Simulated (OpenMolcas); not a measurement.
**Re⁶⁺ among point charges: CASSCF and CASPT2 levels and susceptibility**

Aim: the splitting of the states of Re⁶⁺ in the field of 6 point charges, its lowest levels with spin-orbit coupling and its magnetic susceptibility.

The numbers are computed with OpenMolcas 26.06 (state-averaged CASSCF and CASPT2, spin-orbit coupling by RASSI with atomic mean-field integrals), except any that are marked as measured or tabulated.

## Step 1: Starting point

| Item | Value |
| --- | --- |
| Species | Re⁶⁺ (rhenium, Z = 75, 69 electrons) |
| Basis | ANO-RCC-VDZP [7s6p4d2f1g], 68 functions |
| Scalar Hamiltonian | DKH2, point nucleus |
| Inactive shells | 1s 2s 2p 3s 3p 3d 4s 4p 4d 4f 5s 5p |
| Active space | 1 electron in 5 orbitals (5d) |
| Some configurations of this space | 5d |
| Orbitals | optimised for each spin and parity, averaged over all roots |

Outer shells as boxes (Hund's rule):

5d
```
5d [↑ ][  ][  ][  ][  ]
```

The ion sits among 6 point charges of -1.7 e arranged as an octahedron (Oh), 2.15 Å from the ion.

Each step is its own input file, run in one work folder so that later steps find the files of earlier ones. Labels, J, g values, rates, χT and fits are worked out afterwards by a script from the matrices that RASSI stores. The input lists half of the charges; inversion (Group=XYZ) makes the rest.

## Step 2: Basis and integrals

a.inp

```
&GATEWAY
Coord
1

Re 0.0 0.0 0.0
Basis=ANO-RCC-VDZP
Group=XYZ
NoMove
AngMom=0.0 0.0 0.0
AMFI
XField
3 Angstrom 0
2.150000 0.000000 0.000000 -1.700000
0.000000 2.150000 0.000000 -1.700000
0.000000 0.000000 2.150000 -1.700000
&SEWARD
```

Command:

```sh
$ OMP_NUM_THREADS=1 MOLCAS_MEM=1689 MOLCAS_PROJECT=a pymolcas a.inp > a.log
```

## Step 3: Reference wave functions, doublets of even parity, 5 roots

a.inp

```
&RASSCF
FileOrb=start.orb
Symmetry=1
Spin=2
nActEl=1 0 0
Inactive=15 19
Ras2=5 0
CIRoot=5 5 1
SDav=5
CIMx=300
Iter=120 100
PrWF=0.3
OrbListing=Nothing
MaxOrb=0
>>> COPY $Project.JobIph JOB001
```

start.orb holds the contracted functions of the basis, ordered by shell, or the orbitals of the step before.

## Step 4: RASSI: spin-orbit coupling between the states

a.inp

```
&RASSI
NrOfJobIphs=1 5
1 2 3 4 5
IphNames
JOB001
EJob
SpinOrbit
DIPRint=1.0
SOCoupling=1000.0
Subsets=2
Property=9
'ANGMOM' 1 'ANGMOM' 2 'ANGMOM' 3 'MLTPL  1' 1 'MLTPL  1' 2 'MLTPL  1' 3
'AMFI' 1 'AMFI' 2 'AMFI' 3
SOProperty=3
'ANGMOM' 1 'ANGMOM' 2 'ANGMOM' 3
```

## Step 5: CASPT2: IPEA 0.25, imaginary shift 0.1 (closed shells correlated: 5s 5p)

a.inp

```
>>> COPY JOB001 $Project.JobIph
&CASPT2
Multistate=5 1 2 3 4 5
NoMult
Frozen=14 16
IPEA=0.25
Imaginary=0.1
MaxIter=60
WThr=0.0 0.3 0.05
PrWF=0.5
NoMix
```

(Steps that only read results are left out.)

Before running it: what results should come out? Wanted: spin-free ground state; first state of the same spin within the active space; lowest level; next level.

The runs gave:

| quantity | value |
| --- | --- |
| method | SS-CASPT2, IPEA 0.25, imaginary shift 0.1 (closed shells correlated: 5s 5p) |
| spin-free ground state | 2T2, 3-fold in its orbital part |
| first state of the same spin within the active space | 2E at 5800 cm⁻¹ |
| lowest level | 4-fold Γ8 |
| next level | 10472.8 cm⁻¹ |
| χT at 300 K | 0.25 cm³ K/mol |
| effective moment at 300 K | 1.43 μB |

Cost by method:

```
                                              method  time of its own steps  time with the reference
                                           A. CASSCF                  1.6 s                    1.6 s
B. SS-CASPT2, IPEA 0.25, imaginary shift 0.1, +5s 5p                 0.62 s                    2.2 s
```

Times are of one thread on a shared host.

The spin-free ground state (2T2) comes to 100 % from free-ion D terms and keeps the highest spin of the shell. χT at 300 K is 0.25, against 0.38 cm³ K/mol for the spin alone, so orbital moment lowers it. A ligand-field fit to the states below 45000 cm-1 gives 10Dq = 5805 cm-1, the gap between the two states. CASPT2 does not keep the components of a term degenerate, and the means are used. The field of point charges can differ much from that of real complexes. Point charges carry no covalency, so the field is a model and not that of real ligands.
